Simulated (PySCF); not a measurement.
**BeSi: bond curves at several levels of theory**

One table from this session's results is given with a row withheld; the runs are named, their logs left out.

Program: PySCF 2.14.0. Level of theory: Be pcseg-1, Si pcseg-1, no relativity. These are calculated values, not measurements.

Set-up of the first run:

The job is set up so:

| Quantity | Value |
| --- | --- |
| atoms | Be, Si |
| charge | 0 |
| basis | Be pcseg-1, Si pcseg-1 |
| Hamiltonian | no relativity |
| basis functions | 27 |
| electrons treated | 18 |
| masses in u | 9.0122, 27.9769 |
| levels | PBE0, PBE, r²SCAN, B97-3, BHandHLYP, r²SCAN0, HF, MP2, SCS-MP2, CCSD, CCSD(T) |
| grid | 80 radial by 434 angular points |
| occupations | held fixed by the projection of orbital angular momentum |
| dissociation limit | Be + Si, each in its ground configuration |
| starting distance in angstrom | 2.075 |
| values of 2S to try | 0, 2 |

Run with:

```bash
$ OMP_NUM_THREADS=1 python dia.py task.json out
```

Among the steps run: Set-up; The PBE0 curve of the state that the search chose; Other states along the same grid; PBE (GGA); r²SCAN (meta-GGA); B97-3; BHandHLYP (global hybrid GGA); r²SCAN0 (hybrid meta-GGA); UHF (mean field); MP2 and coupled cluster.

One table of the session follows, with a row left open; its other results are not shown here.

Energy (eV) from each level's lowest point:

```
R (Å)    UHF  UHF-MP2  UHF-SCS-MP2  UHF-CCSD  UHF-CCSD(T)
1.835  0.646    0.621        0.635       n/a          n/a
1.921  0.321    0.282        0.298     0.345        0.334
2.006      ?        ?            ?         ?            ?
2.070  0.054    0.020        0.028     0.055        0.044
2.134  0.013    0.000        0.000     0.011        0.005
2.198  0.000    0.018        0.007     0.000        0.000
2.283  0.009    0.083        0.055     0.021        0.032
2.390  0.042    0.200        0.150     0.085        0.112
2.518  0.095    0.353        0.278     0.186        0.232
2.689  0.162    0.539        0.439       n/a          n/a
```

Estimate the missing values for R (Å) = 2.006.

Worked estimate for «UHF». A straight line through the neighbours (1.921, 0.321) and (2.070, 0.054) gives 0.321 + (0.054 − 0.321) × (2.006 − 1.921) / (2.070 − 1.921) = 0.169; a parabola fitted to 4 rows on both sides gives 0.127.

The run gave: UHF: 0.132; UHF-MP2: 0.090; UHF-SCS-MP2: 0.103; UHF-CCSD: 0.141; UHF-CCSD(T): 0.128. In «UHF» the line misses by +0.037 and the parabola by -0.005.
